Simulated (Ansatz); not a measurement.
# La7Ir3: the cost of one run

Program: Ansatz 0.2.0. Level of theory: DFT PBEsol, scalar-relativistic, plane waves, PAW. These are calculated values, not measurements.

1 further run of the same task is left out (set aside as unsound or not needed).

### Step 1. The system as given

It takes space group P6_3mc (No. 186, hexagonal). Conventional cell: a = 10.034 Å, b = 10.034 Å, c = 6.432 Å, α = 90.00°, β = 90.00°, γ = 120.00°. La (site symmetry 3m) is surrounded by 3 Ir at 2.92 Å. La (site symmetry m) has 3 Ir at 2.88 to 3.16 Å in its first shell of neighbours. La (site symmetry m) has 2 Ir at 2.87 Å in its first shell of neighbours. Ir (site symmetry m) has 6 La at 2.87 to 3.16 Å in its first shell of neighbours.

Structure file:

```cif
data_structure
_symmetry_space_group_name_H-M 'P6_3mc'
_symmetry_Int_Tables_number 186
_cell_length_a 10.0342
_cell_length_b 10.0342
_cell_length_c 6.4317
_cell_angle_alpha 90.000
_cell_angle_beta 90.000
_cell_angle_gamma 120.000
_cell_volume 560.82
loop_
_atom_site_label
_atom_site_type_symbol
_atom_site_symmetry_multiplicity
_atom_site_Wyckoff_symbol
_atom_site_fract_x
_atom_site_fract_y
_atom_site_fract_z
_atom_site_occupancy
La1 La 2 b 0.33333 0.66667 0.47596 1
La2 La 6 c 0.12595 0.87405 0.23619 1
La3 La 6 c 0.53687 0.46313 0.44032 1
Ir1 Ir 6 c 0.81293 0.18707 0.19859 1
```

It goes back to an entry of the Materials Project.

This cell was relaxed beforehand with the same method: volume 28.04 Å³/atom, gap on the mesh none (metal).

### Step 2. Tight relaxation for the response runs, with the smearing for a metal

Response functions are second derivatives at a minimum, so forces and stress are first brought close to zero on the mesh and occupations that the response runs use.

The input, input.yaml:

```yaml
crystal:
  lattice:
    - [10.0341764459, 0.0, 0.0]
    - [-5.0170882229, 8.6898517082, 0.0]
    - [0.0, 0.0, 6.4317102727]
  atoms:
    - { symbol: La, position: [0.3333333333, 0.6666666667, 0.4759603034] }
    - { symbol: La, position: [0.6666666667, 0.3333333333, 0.9759603034] }
    - { symbol: La, position: [0.1259469647, 0.8740530353, 0.2361877286] }
    - { symbol: La, position: [0.7481060705, 0.8740530353, 0.2361877286] }
    - { symbol: La, position: [0.1259469647, 0.2518939295, 0.2361877286] }
    - { symbol: La, position: [0.8740530353, 0.1259469647, 0.7361877286] }
    - { symbol: La, position: [0.2518939295, 0.1259469647, 0.7361877286] }
    - { symbol: La, position: [0.8740530353, 0.7481060705, 0.7361877286] }
    - { symbol: La, position: [0.5368732947, 0.4631267053, 0.4403206349] }
    - { symbol: La, position: [0.9262534107, 0.4631267053, 0.4403206349] }
    - { symbol: La, position: [0.5368732947, 0.0737465893, 0.4403206349] }
    - { symbol: La, position: [0.4631267053, 0.5368732947, 0.9403206349] }
    - { symbol: La, position: [0.0737465893, 0.5368732947, 0.9403206349] }
    - { symbol: La, position: [0.4631267053, 0.9262534107, 0.9403206349] }
    - { symbol: Ir, position: [0.8129320261, 0.1870679739, 0.1985898687] }
    - { symbol: Ir, position: [0.3741359478, 0.1870679739, 0.1985898687] }
    - { symbol: Ir, position: [0.8129320261, 0.6258640522, 0.1985898687] }
    - { symbol: Ir, position: [0.1870679739, 0.8129320261, 0.6985898687] }
    - { symbol: Ir, position: [0.6258640522, 0.8129320261, 0.6985898687] }
    - { symbol: Ir, position: [0.1870679739, 0.3741359478, 0.6985898687] }
basis:
  ecutwfc: 420
kpoints:
  mp_grid: { grid: [6, 6, 6] }
hamiltonian:
  xc: pbesol
scf:
  occupations: { method: fermi_dirac, width: 0.15 }
output:
  forces: true
  stress: true
  eigenvalues: true
relax:
  adjacent_minimum: "off"
  f_tol: 0.001
  max_steps: 60
  cell: { stress_tol: 0.01 }
```

Run with:

```sh
> ansatz run input.yaml --threads 8 --pin off --max-ram 22528MiB --backend cpu --events-out ev --progress --plain --runs-dir out
```

**Question.** How long does this run take on 8 threads of Intel Xeon 6975P-C (Granite Rapids), shared host, and how much memory does it need?

About 3.9 min, with a peak of 4.9 GiB.
